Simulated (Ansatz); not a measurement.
# C2H7Ga (SMILES [CH3][GaH][CH3]) at HF/def2-SVP

What is the vertical ionisation energy of C2H7Ga at HF/def2-SVP? 

Program for the calculation: Ansatz 0.2.0.

47 further runs of the same task are left out: 1 that didn't finish, 46 set aside as unsound or not needed.

## Step 1: The system as given

The species is C2H7Ga (10 atoms), meant as a singlet with charge 0. As SMILES, `[CH3][GaH][CH3]`. The coordinates come from a PBE0-D4/def2-TZVP relaxation.

Bond lengths: C1–Ga2 1.971 Å, Ga2–C3 1.971 Å, C1–H4 1.096 Å, C1–H5 1.091 Å, C1–H6 1.092 Å, Ga2–H7 1.579 Å, C3–H8 1.096 Å, C3–H9 1.091 Å, C3–H10 1.092 Å. Some angles: C1–Ga2–C3 120.1°, C1–Ga2–H7 120.0°, C3–Ga2–H7 119.9°, Ga2–C1–H4 109.0°, Ga2–C1–H5 112.5°, Ga2–C1–H6 111.5°, Ga2–C3–H8 109.0°, Ga2–C3–H9 112.5°, Ga2–C3–H10 111.5°, H4–C1–H5 107.5°.

## Step 2: A single-point energy at HF/def2-SVP

File in.yaml:

```yaml
crystal:
  periodic: [false, false, false]
  atoms:
    - {symbol: C, position_ang: [-1.063400, 1.142800, -0.711800]}
    - {symbol: Ga, position_ang: [0.649000, 0.266100, -0.281300]}
    - {symbol: C, position_ang: [0.681500, -1.321500, 0.886900]}
    - {symbol: H, position_ang: [-1.533700, 0.614200, -1.548200]}
    - {symbol: H, position_ang: [-0.935400, 2.183800, -1.011500]}
    - {symbol: H, position_ang: [-1.759700, 1.095200, 0.128600]}
    - {symbol: H, position_ang: [1.997300, 0.836500, -0.872600]}
    - {symbol: H, position_ang: [0.687700, -0.994000, 1.932300]}
    - {symbol: H, position_ang: [1.569300, -1.935900, 0.730500]}
    - {symbol: H, position_ang: [-0.209600, -1.938300, 0.750100]}
basis:
  gaussian:
    orbitals: def2-SVP
total_charge: 0
hamiltonian:
  xc: hf
accuracy: high
output:
  orbitals: {seedname: orbitals}
```

Started as:

```
$ ansatz run in.yaml --threads 1 --pin off --max-ram 3480MiB --events-out events.jsonl --progress --plain --runs-dir runs
```

The program printed:

```text
Warning: RAYON_NUM_THREADS=1 ignored (pool sized by the plan → 1); use --threads N
Functional definition: HF
  name "HF"
  exchange = exact_x
  correlation = 0
2192 factors; integrals over basis functions are off by at most 7.9e-9 eV
mean field evaluation 1: about -54494.8561 eV, gradient 3.1e1 eV
mean field evaluation 2: about -54494.8972 eV, gradient 3.1e1 eV
mean field evaluation 4: about -54497.4323 eV, gradient 2.8e0 eV
mean field evaluation 8: about -54497.4607 eV, gradient 1.2e-4 eV
mean field -54497.46070462 eV, -2002.7447411891 hartree, gradient 9.8e-9 eV, S^2 0.000000; 0 other end points of the search recorded, 0 dependent functions left out
reference -54497.46070462 eV, -2002.7447411891 hartree; 25, 25 occupied and 70, 70 virtual orbitals, 2192 factors
Total energy: -54497.46070462 eV, -2002.7447411891 hartree
```

Run time: 3.3 s. Hardware: 1 thread of Arm Neoverse V1, shared host; peak memory 0.29 GiB.

## Step 3: The doublet cation

File job.yaml:

```yaml
crystal:
  periodic: [false, false, false]
  atoms:
    - {symbol: C, position_ang: [-1.063400, 1.142800, -0.711800]}
    - {symbol: Ga, position_ang: [0.649000, 0.266100, -0.281300]}
    - {symbol: C, position_ang: [0.681500, -1.321500, 0.886900]}
    - {symbol: H, position_ang: [-1.533700, 0.614200, -1.548200]}
    - {symbol: H, position_ang: [-0.935400, 2.183800, -1.011500]}
    - {symbol: H, position_ang: [-1.759700, 1.095200, 0.128600]}
    - {symbol: H, position_ang: [1.997300, 0.836500, -0.872600]}
    - {symbol: H, position_ang: [0.687700, -0.994000, 1.932300]}
    - {symbol: H, position_ang: [1.569300, -1.935900, 0.730500]}
    - {symbol: H, position_ang: [-0.209600, -1.938300, 0.750100]}
basis:
  gaussian: {orbitals: def2-SVP}
total_charge: 1
magnetization: {spin_polarized: true, initial_magnetization: 1}
hamiltonian: {xc: hf}
accuracy: high
output: {orbitals: {seedname: orbitals}}
```

Started as:

```
$ ansatz run job.yaml --threads 1 --pin off --max-ram 3480MiB --events-out events.jsonl --progress --plain --runs-dir runs
```

The program printed, cut to the lines that bear on the results:

```text
Warning: RAYON_NUM_THREADS=1 ignored (pool sized by the plan → 1); use --threads N
Functional definition: HF
  name "HF"
[...]
2190 factors; integrals over basis functions are off by at most 7.9e-9 eV
[...]
mean field -54488.29010831 eV, -2002.4077279907 hartree, gradient 7.7e-8 eV, S^2 0.821177; 3 other end points of the search recorded, 0 dependent functions left out
reference -54488.29010831 eV, -2002.4077279907 hartree; 25, 24 occupied and 70, 71 virtual orbitals, 2190 factors
Total energy: -54488.29010831 eV, -2002.4077279907 hartree
```

It took 18 s on 1 thread of Arm Neoverse V1, shared host; peak memory 0.4 GiB.

## Step 4: Summary of results

Level: HF/def2-SVP.

| quantity | value |
| --- | --- |
| singlet C2H7Ga: total energy | -2002.74474 Eh |
| singlet C2H7Ga: HOMO energy | -10.57 eV |
| singlet C2H7Ga: LUMO energy | 1.90 eV |
| singlet C2H7Ga: HOMO–LUMO gap | 12.47 eV |
| doublet cation: total energy | -2002.40773 Eh |
| doublet cation: HOMO energy (highest over α and β) | -15.67 eV |
| doublet cation: LUMO energy (lowest over α and β) | -7.84 eV |
| doublet cation: ⟨S²⟩ | 0.821 |
| vertical ionisation energy (to the doublet cation) | 9.171 eV |

In words: The vertical ionisation energy comes to 9.17 eV (885 kJ/mol). The negative HOMO energy of the first species, 10.57 eV, lies 1.40 eV above that difference.
